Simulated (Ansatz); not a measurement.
Below is the output of a Python script on Ansatz 0.2.0 through its Python package that makes a convergence test of the k-point mesh of Cu, space group I4/mmm. Write a script that gives it. Settings (first run): r2SCAN, PAW, the default cutoff (500 eV here), 4×4×4 k-points, Fermi-Dirac smearing of 0.1 eV, D3BJ dispersion. The script varies spacing (1/A): 1.0, 0.6, 0.4, 0.3.

```
CELL_PARAMETERS angstrom
-1.44279 1.44279 1.37608
1.44279 -1.44279 1.37608
1.44279 1.44279 -1.37608
ATOMIC_POSITIONS crystal
Cu 0.00000 0.00000 0.00000
```

```console
$ python kconv_cu.py
DeckWarning: basis.ecutwfc = 500 eV, auto-derived from the records' recommended cutoffs: set by Cu (their level for a meta-GGA)
DeckWarning: the engine holds no damping parameters fitted to this dispersion correction and functional, so the run takes those fitted to r2scan beside the three-body term, which d3bj leaves out (hamiltonian.dispersion, under Limitations)
spacing (1/A)   F/atom (eV)    iterations      k-points
         1.0   -6631.30768             7            13
         0.6   -6631.43015             7            30
         0.4   -6631.45948             8            59
         0.3   -6631.49652             7           126
1.0: +188.84 meV/atom
0.6: +66.37 meV/atom
0.4: +37.04 meV/atom
```
(Warnings from the package without file and line.)

One script that gives this output:

`kconv_cu.py`:
```python
"""k-point test for Cu."""

import ansatz as az

cu = (
    az.Lattice.from_parameters(2.461078, 2.461078, 2.461078, alpha=108.2181, beta=108.2181, gamma=112.00763)
    .atom("Cu", (0.0, 0.0, 0.0))
)

job = (
    cu.calculation()
    .functional("r2SCAN", dispersion="d3bj")
    .pseudopotentials("paw")
    .occupations("fermi_dirac")
    .scf(tolerance=1e-09)
)

rows = []
for value in [1.0, 0.6, 0.4, 0.3]:
    summary = job.kpoints(spacing=value).run(threads=1, pin="off").report
    rows.append((value, summary["free_energy_ev"] / len(summary["lattice"]["sites"]), summary["n_iterations"], summary["n_kpoints"]))

print("spacing (1/A)   F/atom (eV)    iterations      k-points")
for row in rows:
    print(f"{str(row[0]):>12s}  {row[1]:12.5f}  {row[2]:12d}  {row[3]:12d}")

# the last row is the reference
for row in rows[:-1]:
    shift = 1000 * (row[1] - rows[-1][1])
    print(f"{row[0]}: {shift:+.2f} meV/atom" + ("  (within 2 meV)" if abs(shift) < 2 else ""))
```

Caveats:
- The dispersion term runs with damping parameters of another functional.
- Dispersion corrections can be off by several per cent in the lattices of metals, and by several GPa in the pressure at a fixed cell.
- This isn't the structure that Cu takes at ambient conditions.
- Shifts are counted from the finest mesh, which is itself no proven limit.
- Run time: 5.1 s on 1 thread of Intel(R) Xeon(R) Processor @ 2.30GHz, on a shared host, peak memory 0.47 GiB.
